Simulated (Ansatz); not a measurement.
Relaxation of a periodic cell of 35 atoms, Si$_{12}$NO$_{22}$ (host SiO2, host structure P3_221, dopant N, one O atom removed), to a largest force component of 0.03 eV/Å in at most 60 steps.

Level of theory: DFT PBE-D3(BJ), scalar-relativistic, plane waves, PAW (Ansatz). Settings: PAW set soft_1, cutoff 420 eV, k mesh 2x2x2, fermi-dirac smearing 0.02 eV, spin collinear.

```xyz
35
Lattice="-2.4590 4.2591 5.4070 4.9180 0.0000 5.4070 4.9180 8.5182 0.0000" Properties=species:S:1:pos:R:3:forces:R:3
Si 7.227 8.518 3.605 -0.35 -0.10 0.50
Si 3.763 2.000 7.209 -0.01 -0.03 0.07
Si 1.304 2.259 0.000 0.10 -0.74 0.42
O 6.291 9.659 4.249 -0.80 0.30 0.48
O 0.301 1.760 1.158 0.11 -0.12 0.05
O 0.784 3.640 4.763 0.24 0.34 0.12
O 0.301 6.758 6.051 0.13 1.32 -0.59
O 3.832 3.118 8.368 -0.17 0.09 0.23
Si 4.768 4.259 3.605 -0.23 -0.66 -0.66
Si 6.222 6.259 7.209 0.09 0.04 -0.01
Si 3.763 6.518 0.000 -0.02 0.58 -0.30
O 3.832 5.400 4.249 -0.36 -0.61 -0.65
O 2.760 6.019 1.158 -0.01 -0.45 0.40
O 3.243 9.137 7.853 -0.14 -0.78 -0.01
O 3.243 7.899 4.763 0.25 0.07 0.24
O 2.760 11.017 6.051 0.10 0.13 -0.14
O 6.291 7.377 8.368 -0.31 0.00 0.22
Si -0.150 4.259 3.605 -0.27 -0.22 0.08
Si 1.304 6.259 7.209 0.11 -0.31 0.36
Si 3.763 6.518 5.407 -0.01 0.59 0.40
O 3.832 5.400 9.656 -0.21 0.16 -0.15
O 2.760 6.019 6.565 0.73 0.32 -0.12
O 0.784 4.878 2.446 0.30 -0.19 -0.29
O 5.702 3.640 4.763 -0.16 0.36 -0.10
O 5.219 6.758 6.051 0.02 0.19 -0.32
N 3.243 0.619 2.446 1.10 0.55 -0.59
Si 2.309 8.518 3.605 -0.04 0.22 -0.10
Si 3.763 10.518 7.209 0.37 0.79 -0.21
Si 1.304 2.259 5.407 -0.06 -0.30 -0.11
O 6.291 9.659 9.656 -0.27 -0.23 -0.22
O 5.219 10.278 6.565 -0.07 -0.36 0.34
O 3.243 9.137 2.446 0.15 -0.26 -0.18
O 8.161 7.899 4.763 0.26 -0.37 1.02
O 2.760 2.499 6.051 0.19 0.33 -0.31
O 6.291 7.377 2.961 -0.77 -0.65 0.11
```

Q: Where does it end, and by what steps?

A: The run converged. Limits of this set-up: coarse k mesh, a small cell, in which the defect meets its images. After 12 steps the energy has fallen by 0.925 eV; O4 moved furthest, 0.37 Å. Joined: Si9–Si19 (3.06 → 2.46 Å).

| step | energy less start (eV) | largest force component (eV/Å) | accepted |
| --- | --- | --- | --- |
| 0 | 0.0000 | 1.325 | yes |
| 1 | -0.3215 | 0.959 | yes |
| 2 | -0.6964 | 0.512 | yes |
| 3 | -0.6328 | 2.253 | no |
| 4 | -0.8189 | 0.208 | yes |
| 5 | -0.8481 | 0.260 | yes |
| 6 | -0.8247 | 0.932 | no |
| 7 | -0.8911 | 0.179 | yes |
| 8 | -0.9086 | 0.200 | yes |
| 9 | -0.9193 | 0.165 | yes |
| 10 | -0.9213 | 0.202 | yes |
| 11 | -0.9239 | 0.058 | yes |
| 12 | -0.9245 | 0.010 | yes |

```xyz
35
Lattice="-2.4590 4.2591 5.4070 4.9180 0.0000 5.4070 4.9180 8.5182 0.0000" Properties=species:S:1:pos:R:3
Si 7.104 8.565 3.697
Si 3.820 2.005 7.237
Si 1.383 2.322 0.066
O 6.090 9.524 4.527
O 0.410 1.794 1.264
O 0.916 3.620 4.733
O 0.335 7.043 6.172
O 3.816 3.121 8.428
Si 4.687 4.086 3.435
Si 6.211 6.211 7.094
Si 3.805 6.494 -0.044
O 3.650 5.143 4.172
O 2.816 6.003 1.155
O 3.211 9.171 7.819
O 3.212 7.722 4.612
O 2.829 11.031 5.969
O 6.179 7.418 8.190
Si -0.088 4.243 3.627
Si 1.412 6.566 7.346
Si 3.725 6.343 5.292
O 3.979 5.400 9.773
O 2.789 6.055 6.599
O 0.800 4.837 2.399
O 5.638 3.565 4.673
O 5.252 6.556 5.826
N 3.146 0.897 2.578
Si 2.284 8.457 3.507
Si 3.737 10.594 7.251
Si 1.327 2.275 5.526
O 6.303 9.602 9.628
O 5.292 10.478 6.800
O 3.274 9.107 2.393
O 8.172 7.878 4.718
O 2.863 2.493 6.013
O 6.115 7.479 2.993
```

Run time: 3.9 min on 4 threads of Arm Neoverse V2, on a shared host, peak memory 1.8 GiB.
